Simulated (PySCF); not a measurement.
# C6H10OSi: the cost of one run

Computed with PySCF 2.14.0, with density-fitted response routines of our own, on a single molecule in the gas phase. Atoms count from 0, in the outputs and in this text.

## Step 1: The starting structure

18 atoms, charge 0, multiplicity 1; geometry from: GFN2-xTB.

Bonds of the start (Å): C0–C1 1.33, C1–C2 1.44, C2–C3 1.35, C3–C4 1.43, C4–C5 1.34, C5–O6 1.34, O6–Si7 1.62, C0–H8 1.08, C0–H9 1.08, C1–H10 1.08, C2–H11 1.08, C3–H12 1.08, C4–H13 1.08, C5–H14 1.09, Si7–H15 1.46, Si7–H16 1.46, Si7–H17 1.46.

## Step 2: Excited states and response: CAM-B3LYP/def2-SVPD

Job settings and geometry (Å):

```
{"job": {"kind": "uv", "xc": "CAM-B3LYP", "basis": "def2-SVPD", "nstates": 8, "ntriplets": 3}, "charge": 0, "multiplicity": 1}
C      3.535580     1.061959    -0.964855
C      2.271864     0.954089    -0.557213
C      1.421911    -0.162434    -0.868363
C      0.152585    -0.273858    -0.436906
C     -0.693322    -1.389980    -0.737490
C     -1.952036    -1.590752    -0.320522
O     -2.714502    -0.824714     0.463755
Si    -2.687260     0.569740     1.295489
H      3.999244     0.298872    -1.568535
H      4.147879     1.909864    -0.710758
H      1.831697     1.735153     0.050490
H      1.851447    -0.946087    -1.479423
H     -0.263236     0.516082     0.173330
H     -0.268736    -2.157858    -1.369213
H     -2.481959    -2.487776    -0.627007
H     -2.510399     1.711422     0.395291
H     -1.631044     0.566309     2.309800
H     -4.018472     0.516288     1.881436
```

Method: TDDFT CAM-B3LYP/def2-SVPD, vertical, gas phase, core orbitals frozen in the response.

Launch:

```
$ OMP_NUM_THREADS=1 python probes_run.py task.json out
```

One launch serves the whole session: the jobs run in the order shown.

**Question.** How long does this job take on 1 thread of Arm Neoverse V2, shared host, and how much memory does it need?

About 70 s, with a peak of 1.2 GiB.
